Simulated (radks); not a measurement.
# Ar¹³⁺ in [He] 2s2 2p1: an all-electron calculation

The task here is to estimate one member of a computed series from the others.

The numbers are computed with radks (a radial shooting solver on a logarithmic mesh, Libxc functionals) version 1 (non-relativistic Kohn-Sham, r2SCAN, spin-polarised, spherical densities, point nucleus; open shells are filled with parallel spins first), except any that are marked as measured or tabulated.

### What is computed

| Quantity | Value |
| --- | --- |
| element | argon (Z = 18) |
| charge | +13 |
| electrons | 5 |
| configuration | [He] 2s2 2p1 |

The outer shells:

Ar¹³⁺
```
[He] core
2s [↑↓]
2p [↑ ][  ][  ]
```

The first run:

Input:

```text
Z 18
configuration [He] 2s2 2p1
relativity non-relativistic
functional r2scan,r2scan
spin polarised
nucleus point
```

Among the steps run: Self-consistent calculation.

One of the session's tables, all rows but one given; the rest of the session is left out.

It belongs to the step «Orbitals and density». Radial moments (bohr):

```
  level      <r>  outermost maximum (interpolated)  90 % within
  1s up  0.08569                            0.0565        0.153
1s down        ?                                 ?            ?
  2s up   0.3696                             0.317        0.566
2s down   0.3722                             0.318        0.570
  2p up   0.3211                             0.254        0.517
2p down   0.3241                             0.256        0.523
```

**Question.** Estimate the row for 1s down.

As computed: <r>: 0.08552; outermost maximum (interpolated): 0.0564; 90 % within: 0.152. In the column «<r>» it is the lowest.

To keep in mind: Open shells are spherical and high-spin; term and fine-structure splittings are not resolved.
